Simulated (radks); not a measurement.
# Valence configurations of Co³⁺

Aim: which of several valence configurations of Co³⁺ lies lowest at this level, and whether it is the one NIST lists ([Ar] 3d6).

The numbers are computed with radks (a radial shooting solver on a logarithmic mesh, Libxc functionals) version 1 (scalar-relativistic Kohn-Sham, BLYP, spin-polarised, spherical densities, finite nucleus; open shells are filled with parallel spins first), except any that are marked as measured or tabulated.

## (1) Starting point

```
element            : cobalt (Z = 27)
charge             : +3
electrons          : 24
configuration      : [Ar] 3d6
nuclear rms radius : 3.7875 fm
others tried       : 3d5 4s1; 3d5.5 4s0.5; 3d4 4s2; 3d5.5 4p0.5; 3d5 4p1; 3d4 4p2
```

The outer shells:

Co³⁺
```
[Ar] core
3d [↑↓][↑ ][↑ ][↑ ][↑ ]
```

In the logs a row gives level, spin channel, occupation and eigenvalue; Etot, Ekin, Encl (electron-nucleus), Eh (Hartree) and Exc are energies, all in hartree; err is the last residual, it the number of iterations.

## (2) [Ar] 3d6

Settings of this run:

```text
Z 27
configuration [Ar] 3d6
relativity scalar-relativistic
functional b88,lyp
spin polarised
nucleus finite rms 3.7875 fm
c 137.035999084
```

Standard output:

```text
1s      1   1.0000        -280.54856489
2s      1   1.0000         -34.50495502
2p      1   3.0000         -29.76045237
3s      1   1.0000          -5.23105609
3p      1   3.0000          -3.87361777
3d      1   5.0000          -1.72074020
1s      2   1.0000        -280.54872351
2s      2   1.0000         -34.42250710
2p      2   3.0000         -29.69785443
3s      2   1.0000          -5.05385935
3p      2   3.0000          -3.70091450
3d      2   1.0000          -1.56023624
Etot -1391.3657380275154
Ekin 1409.4784175209415
Encl -3299.1234732360226
Eh 557.089403669056
Exc -58.81008598149037
err 2.742051222318674e-09
it 19
```

Highest occupied level: 3d down at -42.456 eV.

Sizes of the orbitals, from the radial functions (bohr):

| level | occupation | energy (eV) | <r> | outermost maximum (interpolated) | 90 % within | nodes |
| --- | --- | --- | --- | --- | --- | --- |
| 2p up | 3 | -809.82 | 0.2252 | 0.172 | 0.369 | 0 |
| 2p down | 3 | -808.12 | 0.2247 | 0.172 | 0.368 | 0 |
| 3s up | 1 | -142.34 | 0.7671 | 0.666 | 1.15 | 2 |
| 3s down | 1 | -137.52 | 0.7706 | 0.668 | 1.15 | 2 |
| 3p up | 3 | -105.41 | 0.8032 | 0.675 | 1.23 | 1 |
| 3p down | 3 | -100.71 | 0.8093 | 0.676 | 1.25 | 1 |
| 3d up | 5 | -46.824 | 0.9306 | 0.651 | 1.57 | 0 |
| 3d down | 1 | -42.456 | 0.9646 | 0.659 | 1.64 | 0 |

Radial density 4πr²ρ:

| r (bohr) | 4πr²ρ (e/bohr) |
| --- | --- |
| 0.00186 | 0.5975 |
| 0.00267 | 1.159 |
| 0.00382 | 2.205 |
| 0.00548 | 4.084 |
| 0.00785 | 7.277 |
| 0.0113 | 12.27 |
| 0.0163 | 19.30 |
| 0.0233 | 26.85 |
| 0.0334 | 32.07 |
| 0.0479 | 31.70 |
| 0.0686 | 27.07 |
| 0.0984 | 26.42 |
| 0.141 | 33.68 |
| 0.202 | 35.64 |
| 0.290 | 23.01 |
| 0.415 | 14.41 |
| 0.600 | 18.02 |
| 0.860 | 14.89 |
| 1.23 | 5.994 |
| 1.77 | 1.286 |
| 2.53 | 0.1505 |
| 3.63 | 0.006696 |

## (3) [Ar] 3d5 4s1

Settings, as their differences from step 2:

```diff
@@ -1,3 +1,3 @@
 Z 27
-configuration [Ar] 3d6
+configuration [Ar] 3d5 4s1
 relativity scalar-relativistic
```

Standard output:

```text
1s      1   1.0000        -280.87541042
2s      1   1.0000         -34.88716879
2p      1   3.0000         -30.13596854
3s      1   1.0000          -5.55748966
3p      1   3.0000          -4.19085212
3d      1   5.0000          -2.01729722
4s      1   1.0000          -1.32770992
1s      2   1.0000        -280.87228335
2s      2   1.0000         -34.77262132
2p      2   3.0000         -30.04823489
3s      2   1.0000          -5.31762963
3p      2   3.0000          -3.95691388
3d      2   0.0000          -1.79398550
4s      2   0.0000          -1.24161400
Etot -1390.9627651025924
Ekin 1409.1418053976545
Encl -3291.0506138355568
Eh 549.4819574111689
Exc -58.535914075858884
err 4.033759214869091e-09
it 20
```

E − E(step 2, [Ar] 3d6) = +10.965 eV. 4s up is the highest filled level (-36.129 eV).

## (4) [Ar] 3d5.5 4s0.5

Settings, as their differences from step 3:

```diff
@@ -1,3 +1,3 @@
 Z 27
-configuration [Ar] 3d5 4s1
+configuration [Ar] 3d5.5 4s0.5
 relativity scalar-relativistic
```

Standard output:

```text
1s      1   1.0000        -280.70755461
2s      1   1.0000         -34.69064310
2p      1   3.0000         -29.94286943
3s      1   1.0000          -5.39146990
3p      1   3.0000          -4.02951295
3d      1   5.0000          -1.86578520
4s      1   0.5000          -1.27271315
1s      2   1.0000        -280.70615558
2s      2   1.0000         -34.59277205
2p      2   3.0000         -29.86820116
3s      2   1.0000          -5.18374413
3p      2   3.0000          -3.82697273
3d      2   0.5000          -1.67500350
4s      2   0.0000          -1.21294398
Etot -1391.1796843582815
Ekin 1409.3240395837236
Encl -3295.1885445472526
Eh 553.3525951886187
Exc -58.667774583371354
err 1.416322212327334e-09
it 19
```

E − E(step 2, [Ar] 3d6) = +5.063 eV. Highest occupied level: 4s up at -34.632 eV.

## (5) [Ar] 3d4 4s2

Settings of this run:

```text
Z 27
configuration [Ar] 3d4 4s2
relativity scalar-relativistic
functional b88,lyp
spin polarised
nucleus finite rms 3.7875 fm
c 137.035999084
```

Standard output:

```text
1s      1   1.0000        -281.27226844
2s      1   1.0000         -35.32662778
2p      1   3.0000         -30.57325586
3s      1   1.0000          -5.88918900
3p      1   3.0000          -4.51309375
3d      1   4.0000          -2.32169735
4s      1   1.0000          -1.40494484
1s      2   1.0000        -281.27204625
2s      2   1.0000         -35.22799290
2p      2   3.0000         -30.49821092
3s      2   1.0000          -5.68744983
3p      2   3.0000          -4.31663063
3d      2   0.0000          -2.13254728
4s      2   1.0000          -1.36795328
Etot -1390.0996930600136
Ekin 1408.3032317629243
Encl -3281.1277858833737
Eh 540.6708503462091
Exc -57.94598928577326
err 4.488724780155918e-09
it 18
```

E − E(step 2, [Ar] 3d6) = +34.451 eV. Highest occupied level: 4s down at -37.224 eV.

## (6) [Ar] 3d5.5 4p0.5

Settings, as their differences from step 5:

```diff
@@ -1,3 +1,3 @@
 Z 27
-configuration [Ar] 3d4 4s2
+configuration [Ar] 3d5.5 4p0.5
 relativity scalar-relativistic
```

Standard output:

```text
1s      1   1.0000        -280.73018949
2s      1   1.0000         -34.71284236
2p      1   3.0000         -29.96511211
3s      1   1.0000          -5.41443201
3p      1   3.0000          -4.05226110
3d      1   5.0000          -1.88743166
4p      1   0.5000          -0.99295347
1s      2   1.0000        -280.72918254
2s      2   1.0000         -34.61523048
2p      2   3.0000         -29.89035933
3s      2   1.0000          -5.20686607
3p      2   3.0000          -3.84998705
3d      2   0.5000          -1.69756650
4p      2   0.0000          -0.94666439
Etot -1391.0333202523543
Ekin 1409.173009211369
Encl -3294.377061609008
Eh 552.8113197407519
Exc -58.64058759546739
err 1.4890475807664078e-09
it 19
```

Energy against step 2 ([Ar] 3d6): +9.046 eV. The top filled level is 4p up, -27.020 eV.

## (7) [Ar] 3d5 4p1

Settings of this run:

```text
Z 27
configuration [Ar] 3d5 4p1
relativity scalar-relativistic
functional b88,lyp
spin polarised
nucleus finite rms 3.7875 fm
c 137.035999084
```

Standard output:

```text
1s      1   1.0000        -280.91948922
2s      1   1.0000         -34.93064316
2p      1   3.0000         -30.17951306
3s      1   1.0000          -5.60220536
3p      1   3.0000          -4.23514742
3d      1   5.0000          -2.05964020
4p      1   1.0000          -1.04903612
1s      2   1.0000        -280.91714692
2s      2   1.0000         -34.81664646
2p      2   3.0000         -30.09158758
3s      2   1.0000          -5.36264435
3p      2   3.0000          -4.00168618
3d      2   0.0000          -1.83785725
4p      2   0.0000          -0.97463279
Etot -1390.6602138959736
Ekin 1408.8287408759065
Encl -3289.4422218588716
Eh 548.4360353630707
Exc -58.48276827607924
err 5.073106277611609e-09
it 19
```

Energy against step 2 ([Ar] 3d6): +19.198 eV. 4p up is the highest filled level (-28.546 eV).

## (8) [Ar] 3d4 4p2

Settings, as their differences from step 7:

```diff
@@ -1,3 +1,3 @@
 Z 27
-configuration [Ar] 3d5 4p1
+configuration [Ar] 3d4 4p2
 relativity scalar-relativistic
```

Standard output:

```text
1s      1   1.0000        -281.35034612
2s      1   1.0000         -35.40561553
2p      1   3.0000         -30.65226521
3s      1   1.0000          -5.96975516
3p      1   3.0000          -4.59312608
3d      1   4.0000          -2.40079622
4p      1   2.0000          -1.15236679
1s      2   1.0000        -281.34488801
2s      2   1.0000         -35.30281663
2p      2   3.0000         -30.57120998
3s      2   1.0000          -5.75781761
3p      2   3.0000          -4.38583557
3d      2   0.0000          -2.19786574
4p      2   0.0000          -1.04464494
Etot -1389.5326867840602
Ekin 1407.7378638739551
Encl -3278.2454190661947
Eh 538.9027756316414
Exc -57.92790722346186
err 8.347210071692458e-10
it 20
```

E − E(step 2, [Ar] 3d6) = +49.880 eV. Highest occupied level: 4p up at -31.357 eV.

## (9) All runs together

| valence | E − E(NIST configuration) (eV) | moment (μB) | highest level | its energy (eV) | 1s shift (eV) |
| --- | --- | --- | --- | --- | --- |
| 3d6 | 0.000 | 4 | 3d down | -42.456 | +0.00 |
| 3d5.5 4s0.5 | 5.063 | 5 | 4s up | -34.632 | -4.32 |
| 3d5.5 4p0.5 | 9.046 | 5 | 4p up | -27.020 | -4.94 |
| 3d5 4s1 | 10.965 | 6 | 4s up | -36.129 | -8.89 |
| 3d5 4p1 | 19.198 | 6 | 4p up | -28.546 | -10.09 |
| 3d4 4s2 | 34.451 | 4 | 4s down | -37.224 | -19.69 |
| 3d4 4p2 | 49.880 | 6 | 4p up | -31.357 | -21.81 |

**Reading.** The NIST configuration is the lowest of those tried, 5.063 eV under 3d5.5 4s0.5. The energies are those of spherical high-spin densities, not of single terms. The 1s eigenvalue shifts by up to 21.81 eV as the valence charge is rearranged.
